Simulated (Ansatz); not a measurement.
# TePd: properties at the relaxed cell

One table from this session's results is given with a row withheld; the runs are named, their logs left out.

Computed with Ansatz 0.2.0 (DFT r2SCAN, scalar-relativistic, plane waves, PAW, unless a step's input says otherwise).

1 further run of the same task is left out (set aside as unsound or not needed).

## The starting structure

Symmetry: P6_3/mmc, No. 194, hexagonal system. The conventional cell has a = 4.182 Å, b = 4.182 Å, c = 5.739 Å, α = 90.00°, β = 90.00°, γ = 120.00°. Te (site symmetry -6m2) has 6 Pd at 2.81 Å as nearest neighbours. Pd (site symmetry -3m) is surrounded by 6 Te at 2.81 Å and 2 Pd at 2.87 Å.

Coordinates:

```cif
data_structure
_symmetry_space_group_name_H-M 'P6_3/mmc'
_symmetry_Int_Tables_number 194
_cell_length_a 4.1823
_cell_length_b 4.1823
_cell_length_c 5.7389
_cell_angle_alpha 90.000
_cell_angle_beta 90.000
_cell_angle_gamma 120.000
_cell_volume 86.93
loop_
_atom_site_label
_atom_site_type_symbol
_atom_site_symmetry_multiplicity
_atom_site_Wyckoff_symbol
_atom_site_fract_x
_atom_site_fract_y
_atom_site_fract_z
_atom_site_occupancy
Te1 Te 2 c 0.33333 0.66667 0.25000 1
Pd1 Pd 2 a 0.00000 0.00000 0.00000 1
```

It is the result of an earlier relaxation at this level (volume 21.73 Å³/atom; gap on the mesh: none (metal)).

Set-up of the first run:

Contents of input.yaml:

```yaml
crystal:
  lattice:
    - [4.1822878571, 0.0, 0.0]
    - [-2.0911439286, 3.6219675302, 0.0]
    - [0.0, 0.0, 5.7389270224]
  atoms:
    - { symbol: Te, position: [0.3333333333, 0.6666666667, 0.25] }
    - { symbol: Te, position: [0.6666666667, 0.3333333333, 0.75] }
    - { symbol: Pd, position: [0.0, 0.0, 0.0] }
    - { symbol: Pd, position: [0.0, 0.0, 0.5] }
basis:
  ecutwfc: 500
kpoints:
  mp_grid: { grid: [12, 12, 8] }
  band_path:
    path:
      - [[0.0, 0.0, 0.0], [0.5, 0.0, 0.0], [0.33333333, 0.33333333, 0.0], [0.0, 0.0, 0.0], [0.0, 0.0, 0.5], [0.5, 0.0, 0.5], [0.33333333, 0.33333333, 0.5], [0.0, 0.0, 0.5]]
      - [[0.5, 0.0, 0.5], [0.5, 0.0, 0.0]]
      - [[0.33333333, 0.33333333, 0.5], [0.33333333, 0.33333333, 0.0]]
    npoints: 14
hamiltonian:
  xc: r2scan
scf:
  occupations: { method: gaussian, width: 0.1 }
  n_extra_bands: 10
output:
  forces: true
  stress: true
  eigenvalues: true
  populations: true
  dos: { projected: true, de: 0.02, nscf_kmesh: { grid: [18, 18, 12] } }
  bader: true
  write_density: true
  write_potential: true
  elf: true
  volumetric_format: npy
```

Started as:

```bash
ansatz run input.yaml --threads 1 --pin off --max-ram 2560MiB --backend cpu --events-out ev --progress --plain --runs-dir out
```

Among the steps run: Electronic structure at the relaxed geometry; Back to the database's cell; Volume × 0.97; Volume × 1.03; Volume × 0.94; The cell scaled to 1.06 of its volume; Volume × 0.91; The cell scaled to 1.10 of its volume; Volume × 0.88.

One of the session's tables, all rows but one given; the rest of the session is left out.

It belongs to the step «Fit of the equation of state». 

```
volume (Å³/atom)  energy above the lowest point (meV/atom)  pressure (GPa)
          19.125                                     132.8           18.59
          19.777                                      69.8           12.59
          20.429                                      29.1            7.61
          21.081                                       6.8            3.46
          21.733                                       0.0            0.01
          22.385                                         ?               ?
          23.037                                      22.6           -5.24
          23.907                                      58.2           -7.77
```

**Question.** Estimate the row for volume (Å³/atom) = 22.385.

Worked estimate for «energy above the lowest point (meV/atom)». A straight line through the neighbours (21.733, 0.0) and (23.037, 22.6) gives 0.0 + (22.6 − 0.0) × (22.385 − 21.733) / (23.037 − 21.733) = 11.3; a parabola fitted to 4 rows on both sides gives 6.2.

As computed: energy above the lowest point (meV/atom): 6.0; pressure (GPa): -2.85. In «energy above the lowest point (meV/atom)» the line misses by +5.3 and the parabola by +0.2.
